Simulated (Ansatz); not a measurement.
# BN: the cost of one run

Computed with Ansatz 0.2.0 (DFT, PBE, plane-wave PAW, default files, scalar-relativistic, unless a step's input says otherwise).

### Step 1. Starting point

The structure is hexagonal, space group P6_3/mmc (No. 194). Conventional cell: a = 2.540 Å, b = 2.540 Å, c = 6.598 Å, α = 90.00°, β = 90.00°, γ = 120.00°. Around B (site symmetry -6m2) lie 3 N at 1.47 Å. N (site symmetry -6m2) has 3 B at 1.47 Å as nearest neighbours.

Coordinates:

```
B N
1.0
     2.54000    0.00000    0.00000
    -1.27000    2.19970    0.00000
     0.00000    0.00000    6.59800
B N
2 2
Direct
  0.33333 0.66667 0.25000
  0.66667 0.33333 0.75000
  0.33333 0.66667 0.75000
  0.66667 0.33333 0.25000
```

### Step 2. First run, atoms as given

File input.yaml:

```yaml
crystal:
  lattice:
    - [2.54, 0.0, 0.0]
    - [-1.27, 2.1997045256, 0.0]
    - [0.0, 0.0, 6.598]
  atoms:
    - { symbol: B, position: [0.3333333333, 0.6666666667, 0.25] }
    - { symbol: B, position: [0.6666666667, 0.3333333333, 0.75] }
    - { symbol: "N", position: [0.3333333333, 0.6666666667, 0.75] }
    - { symbol: "N", position: [0.6666666667, 0.3333333333, 0.25] }
kpoints:
  mp_grid: { grid: [13, 13, 5] }
scf:
  occupations: { method: fermi_dirac, width: 0.02 }
hamiltonian:
  xc: pbe
  pseudopotentials: { kind: paw }
output:
  forces: true
  stress: true
  populations: true
  efg:
    quadrupole_moments_barn: { B: 0.04059, "N": 0.02044 }
    contact_densities: true
  write_density: true
  write_potential: true
  elf: true
  volumetric_format: npy
```

Launch:

```bash
> ansatz run input.yaml --threads 1 --pin off --max-ram 3072MiB --backend cpu --events-out ev --progress --plain --runs-dir out
```

**Question.** How long does this run take on 1 thread of Intel Xeon Platinum 8488C (Sapphire Rapids), shared host, and how much memory does it need?

About 2.1 s, with a peak of 0.39 GiB.
